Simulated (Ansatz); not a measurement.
# Mg6SiB (Amm2) in Ansatz: electric field gradients with r2SCAN+rVV10

Aim: the electric field gradients of Mg6SiB with r2SCAN+rVV10.

Program: Ansatz 0.2.0. These are calculated values, not measurements. Logs are shortened: lines on timing, memory, paths and dates and some standing lists are left out, and cuts for length are marked.

### Step 1. The undisturbed crystal

Symmetry: Amm2, No. 38, orthorhombic system. The conventional cell has a = 3.976 Å, b = 7.783 Å, c = 9.876 Å, α = 90.00°, β = 90.00°, γ = 90.00°. Si (site symmetry mm2) is surrounded by 8 Mg at 2.69 to 3.04 Å. Mg (site symmetry mm2) has 2 Si at 2.76 Å and 8 Mg at 3.03 to 3.16 Å as nearest neighbours. Mg (site symmetry m) is surrounded by 1 B at 2.56 Å and 2 Si at 2.69 Å. Mg (site symmetry mm2) has 2 B at 2.46 Å as nearest neighbours. Mg (site symmetry m) has 2 B at 2.69 Å and 2 Mg at 2.88 to 2.92 Å and 1 Si at 3.04 Å as nearest neighbours. B (site symmetry mm2) is surrounded by 8 Mg at 2.46 to 2.69 Å.

The cell comes from a database or a generator and needn't be the stable form of this composition.

### Step 2. Electric field gradients, r2SCAN+rVV10 (atoms moved at random, drawn with an rms of 0.02 Å)

The input, input.yaml:

```yaml
crystal:
  lattice:
    - [3.975708, 0.0, 0.0]
    - [0.0, 3.89167, 4.938007]
    - [0.0, -3.89167, 4.938007]
  atoms:
    - { symbol: Si, position: [-0.001158, 0.945497, 0.948756] }
    - { symbol: Mg, position: [0.502554, 0.139387, 0.139173] }
    - { symbol: Mg, position: [0.499412, 0.103399, 0.664498] }
    - { symbol: Mg, position: [0.501573, 0.664711, 0.096461] }
    - { symbol: Mg, position: [-0.004154, 0.372, 0.366292] }
    - { symbol: Mg, position: [-0.000826, 0.448319, 0.816307] }
    - { symbol: Mg, position: [-0.00069, 0.813211, 0.441661] }
    - { symbol: B, position: [0.499681, 0.51436, 0.523183] }
hamiltonian:
  xc: r2scan
  pseudopotentials: { kind: paw }
  dispersion: rvv10
kpoints:
  mp_grid: { grid: [7, 5, 5] }
scf:
  occupations: { method: fermi_dirac, width: 0.05 }
output:
  forces: true
  stress: true
  eigenvalues: true
  efg: {}
```

Potentials or basis: Ansatz PAW.

Run with:

```console
$ ansatz run input.yaml --threads 4 --pin off --max-ram 11264MiB --backend cpu --events-out ev --progress --plain --runs-dir out
```

The log of the run:

```text
Warning: RAYON_NUM_THREADS=4 ignored (pool sized by the plan → 4); use --threads N
Engine: ansatz 0.2.0, aarch64-unknown-linux-gnu
Pseudopotentials: kind: paw
Pseudopotential: Si, paw, valence charge 4, recommended cutoff 500 eV (meta_gga), Si.paw.azcp
Pseudopotential: Mg, paw, valence charge 10, recommended cutoff 500 eV (meta_gga), Mg.paw.azcp
Pseudopotential: B, paw, valence charge 3, recommended cutoff 500 eV (meta_gga), B.paw.azcp
Functional definition: r2SCAN+rVV10
  parameter k0 = 0.174
  parameter k1 = 0.065
  parameter a1 = 4.9479
  exchange = r2scan_x(k0 = k0, k1 = k1, a1 = a1)
  correlation = r2scan_c + rvv10(11.95, 0.0093)
Crystal: 8 atoms, lattice volume = 152.803 Å³
Basis set: ecut = 500 eV, 3903 PW (Γ), exchange–correlation on 144×216×216 points (64 copies of the dense FFT grid, shifted against one another)
Bands: 42, of which v1, the nominal top of the filled ones, is band 34 counted from 1 (33 counted from 0)
Symmetry: 1 space group operations
Space group: P1 (ITA 1), of the structure as read, at distance tolerance 5.3e-5 Å
k-points: 88 of 175 (time reversal used)
Non-local potential: Si, projectors of the file, l = 0: 2, l = 1: 2, l = 2: 2
Non-local potential: Mg, projectors of the file, l = 0: 3, l = 1: 2, l = 2: 1
Non-local potential: B, projectors of the file, l = 0: 2, l = 1: 2, l = 2: 1
PAW form: soft (Blöchl's): semilocal exchange-correlation on the pseudo side does not see the compensation charge
rVV10 density: all electrons in the spheres
PAW frozen core: Si, regenerated for the run's functional (the file was generated under x = pbe(κ = 0.804, μ = 0.2195149727645171), c = pbe(β = 0.06672455060314922))
PAW frozen core: Mg, regenerated for the run's functional (the file was generated under x = pbe(κ = 0.804, μ = 0.2195149727645171), c = pbe(β = 0.06672455060314922))
PAW frozen core: B, regenerated for the run's functional (the file was generated under x = pbe(κ = 0.804, μ = 0.2195149727645171), c = pbe(β = 0.06672455060314922))
PAW one-centre angular grid: Si, 302 points (default); XC on 160 Gauss nodes
PAW one-centre angular grid: Mg, 302 points (default); XC on 224 Gauss nodes
PAW one-centre angular grid: B, 302 points (default); XC on 160 Gauss nodes
Initial density: superposition of atomic densities (neutral atoms: chi_scale 0, normalization atom), corrected by the library's trained network
Initial wavefunctions: pseudopotential atomic-orbital guess
Functional: x = r2scan, c = r2scan + rvv10(b = 11.95, C = 0.0093); τ floored in thin density (d = 2e-4 eV/Å³)
SCF iter   1: F=—  HF=-12349.381181 eV  |F-HF|=—  |Δ(HF+E_count)|=         —  Δρ=7.31e-3  dr2=4.34e-2  dr2_τ=3.94e-2  ethr=1.77e-3  ⟨swp⟩=8.5  Hψ=16021  notcnv=0  defer=29
preconditioner: auto → Kerker (q_TF=auto, 2.378 Å⁻¹)  [metal: Δε(μ)=0.032 eV  Ē_g=6.616 eV  σ=0.050 eV  W_gap=0.16  n_scr=34 (ndim 8)  ℏωp=13.1 eV  f_vac=0.000  D(μ)=2.83/eV (n_scr^D=10)]
SCF iter   2: F=—  HF=-12349.441960 eV  |F-HF|=—  |Δ(HF+E_count)|=   6.08e-2  Δρ=3.38e-3  dr2=1.27e-2  dr2_τ=2.53e-4  ethr=6.48e-5  ⟨swp⟩=2.0  Hψ=7908  notcnv=0  defer=188
SCF iter   3: F=—  HF=-12349.443647 eV  |F-HF|=—  |Δ(HF+E_count)|=   1.69e-3  Δρ=1.18e-3  dr2=2.72e-3  dr2_τ=2.90e-5  ethr=1.89e-5  ⟨swp⟩=3.0  Hψ=7013  notcnv=0  defer=188
SCF iter   4: F=—  HF=-12349.444060 eV  |F-HF|=—  |Δ(HF+E_count)|=   4.13e-4  Δρ=2.33e-4  dr2=1.38e-4  dr2_τ=1.00e-6  ethr=4.05e-6  ⟨swp⟩=2.0  Hψ=4203  notcnv=0  defer=188
SCF iter   5: F=—  HF=-12349.444066 eV  |F-HF|=—  |Δ(HF+E_count)|=   6.38e-6  Δρ=5.50e-5  dr2=5.30e-6  dr2_τ=1.26e-7  ethr=2.06e-7  ⟨swp⟩=2.0  Hψ=4354  notcnv=0  defer=188
SCF iter   6: F=—  HF=-12349.444069 eV  |F-HF|=—  |Δ(HF+E_count)|=   2.63e-6  Δρ=1.72e-5  dr2=1.19e-6  dr2_τ=3.64e-8  ethr=7.91e-9  ⟨swp⟩=2.0  Hψ=4356  notcnv=0  defer=188
SCF iter   7: F=—  HF=-12349.444069 eV  |F-HF|=—  |Δ(HF+E_count)|=   8.51e-8  Δρ=7.43e-6  dr2=1.73e-7  dr2_τ=9.91e-10  ethr=1.78e-9  ⟨swp⟩=2.0  Hψ=4234  notcnv=0  defer=188
SCF iter   8: F=-12349.444069 eV  HF=-12349.444069 eV  |F-HF|=3.82e-10  |Δ(HF+E_count)|=   1.99e-8  Δρ=1.93e-6  dr2=1.08e-8  dr2_τ=8.58e-11  ethr=1.49e-10  ⟨swp⟩=9.4  Hψ=13994  notcnv=0
SCF 1 converged in 8 iterations: F = -12349.444069 eV  dr2 = 1.08e-8
SCF converged after 8 iterations
Free energy (F): -12349.444069 eV
Harris-Foulkes:  -12349.444069 eV  (|F-HF|=3.82e-10)
Internal energy: -12349.421164 eV  (E = F + TS)
E sigma→0 (E₀):  -12349.432616 eV
Entropy (-TS):   -0.022905 eV (-2.863 meV/atom)
Fermi energy:    6.374045 eV
--- Per-component energies (eV) ---
  E_band       = -2166.256242
  E_kinetic    = 530.199631
  E_local      = -9812.458632  (includes V_loc(G=0)·N_el)
  E_nonlocal   = 611.812074
  E_hartree    = 3533.980854
  E_xc         = -238.007641
  E_vxc        = -319.186212  (∫ρ·V_xc dr)
  E_paw        = -2376.038410  (= ΣΔE_a)
  E_vpaw       = -263.722617  (= ΣTr[D̂ρ^β])
  E_aug_tail   = -0.000011  (compensation charges beyond the density's cutoff)
  E_vtau       = 19.137116  (kinetic-family band-sum trace: ∫τ·v_τ [+ j·A + Jᵃ·Aᵃ] dr)
  E_ewald      = -4598.656905
  E_core_change = -0.252124  (= ΣΔE_core)
  E_smearing   = -0.022905  (= −TS)
  E_closure    = -0.000000  (closes the sum)
  Σ components = -12349.444069   (vs F -12349.444069, Δ=0.00e0)
--- Forces (eV/Å), atoms counted from 1 ---
  atom   1  Si     0.07451934     0.05966849     0.08606304
  atom   2  Mg    -0.07057496     0.01004834     0.04131646
  atom   3  Mg    -0.02233378    -0.01154206    -0.00355690
  atom   4  Mg    -0.07182490    -0.10665059     0.06788629
  atom   5  Mg     0.10346742    -0.09770724     0.11585622
  atom   6  Mg     0.01450453    -0.03073953    -0.23171393
  atom   7  Mg     0.01229711     0.02917247    -0.05900719
  atom   8  B     -0.04006133     0.14774744    -0.01684275
  max |Σ_I F_I| component: 6.58e-6 eV/Å
--- Stress (GPa, compression-positive) ---
       -0.823436      -0.000948       0.001222
       -0.000948      -0.594928       0.187588
        0.001223       0.187588      -1.881495
  P = ⅓ Tr σ = -1.1000 GPa (-11.000 kbar)
--- PAW observables at the nuclei: V_zz in 10²¹ V/m², potentials from the cell's mean, atoms counted from 1 ---
  atom   1  Si V_zz =    -3.832453   η = 0.9460   by run symmetry: allowed
            electrostatic potential = -1357.093782 V   contact ρ = none
  atom   2  Mg V_zz =    +0.589666   η = 0.1274   by run symmetry: allowed
            electrostatic potential = -1100.474402 V   contact ρ = none
  atom   3  Mg V_zz =    -0.909317   η = 0.8895   by run symmetry: allowed
            electrostatic potential = -1100.603836 V   contact ρ = none
  atom   4  Mg V_zz =    +0.918859   η = 0.6183   by run symmetry: allowed
            electrostatic potential = -1100.597011 V   contact ρ = none
  atom   5  Mg V_zz =    +1.531937   η = 0.6687   by run symmetry: allowed
            electrostatic potential = -1100.820302 V   contact ρ = none
  atom   6  Mg V_zz =    +1.100624   η = 0.3521   by run symmetry: allowed
            electrostatic potential = -1100.348883 V   contact ρ = none
  atom   7  Mg V_zz =    +0.966727   η = 0.4706   by run symmetry: allowed
            electrostatic potential = -1100.321121 V   contact ρ = none
  atom   8  B  V_zz =    +0.960747   η = 0.6095   by run symmetry: allowed
            electrostatic potential = -321.336839 V   contact ρ = none
--- Band table (eV; the first three rows and the last of 88) ---
  k-point 0: bands = ["-72.5113", "-72.4845", "-72.4491", "-72.3182", "-72.3052", "-72.1566", "-37.6381", "-37.6138", "-37.6022", "-37.5931", "-37.5745", "-37.5657", "-37.5603", "-37.5489", "-37.5408", "-37.4330", "-37.4237", "-37.4213", "-37.4128", "-37.4043", "-37.3870", "-37.2970", "-37.2498", "-37.2293", "-3.1812", "-1.0559", "1.7359", "2.2913", "3.2037", "3.5544", "4.1023", "5.5294", "5.9850", "6.7246", "7.9071", "8.3492", "10.5081", "10.9890", "11.0811", "11.0969", "11.9433", "12.1179"]
  k-point 1: bands = ["-72.5113", "-72.4845", "-72.4491", "-72.3182", "-72.3052", "-72.1565", "-37.6382", "-37.6140", "-37.6020", "-37.5930", "-37.5737", "-37.5657", "-37.5609", "-37.5488", "-37.5408", "-37.4330", "-37.4237", "-37.4215", "-37.4129", "-37.4044", "-37.3868", "-37.2971", "-37.2498", "-37.2293", "-3.0695", "-1.2887", "1.7339", "2.1360", "2.8371", "4.1891", "4.7980", "5.4375", "5.6208", "6.5957", "8.1884", "9.0954", "9.9480", "10.4367", "10.6131", "10.8244", "11.2887", "11.8855"]
  k-point 2: bands = ["-72.5113", "-72.4845", "-72.4491", "-72.3182", "-72.3052", "-72.1565", "-37.6383", "-37.6143", "-37.6018", "-37.5930", "-37.5721", "-37.5658", "-37.5619", "-37.5485", "-37.5408", "-37.4330", "-37.4237", "-37.4218", "-37.4129", "-37.4047", "-37.3866", "-37.2972", "-37.2499", "-37.2293", "-2.8118", "-1.7284", "1.5514", "2.2833", "2.7660", "3.8747", "5.8010", "5.8610", "6.2940", "6.4317", "8.1165", "8.8205", "8.9204", "9.7610", "10.2981", "10.5861", "11.4136", "11.8675"]
  k-point 87: bands = ["-72.5112", "-72.4844", "-72.4491", "-72.3182", "-72.3051", "-72.1565", "-37.6381", "-37.6141", "-37.6015", "-37.5950", "-37.5718", "-37.5702", "-37.5591", "-37.5485", "-37.5420", "-37.4331", "-37.4256", "-37.4214", "-37.4147", "-37.4043", "-37.3862", "-37.2972", "-37.2498", "-37.2299", "-1.6656", "-0.4932", "1.6827", "2.2740", "2.8890", "3.5493", "4.1510", "4.2624", "5.4484", "5.9928", "6.0550", "7.1435", "8.6316", "8.9625", "9.3633", "9.9211", "10.2344", "11.2210"]
```

Wall time 41 s (4 threads of Arm Neoverse V1, shared host); peak memory 1.2 GiB.

What came out:

```
Free energy            : -12349.4441 eV
Pressure               : -1.1 GPa
Largest force          : 0.234 eV/Å
Band gap on the k mesh : none (metal or under the smearing width)
```

Forces on the atoms (eV/Å):
```
Si   0.075  0.060  0.086
Mg  -0.071  0.010  0.041
Mg  -0.022 -0.012 -0.004
Mg  -0.072 -0.107  0.068
Mg   0.103 -0.098  0.116
Mg   0.015 -0.031 -0.232
Mg   0.012  0.029 -0.059
B   -0.040  0.148 -0.017
```

Levels at points of the mesh, in eV from the Fermi level:
```tsv
k point	band 30	band 31	band 32	band 33	band 34	band 35	band 36	band 37
(0.00, 0.00, 0.00)	-2.82	-2.27	-0.84	-0.39	0.35	1.53	1.98	4.13
```

Caveat: pairwise dispersion overbinds metals, which lowers pressure and volume; the PAW data sets come from PBE, with cores solved anew for the run's functional, which leaves a small shift of forces and pressure.
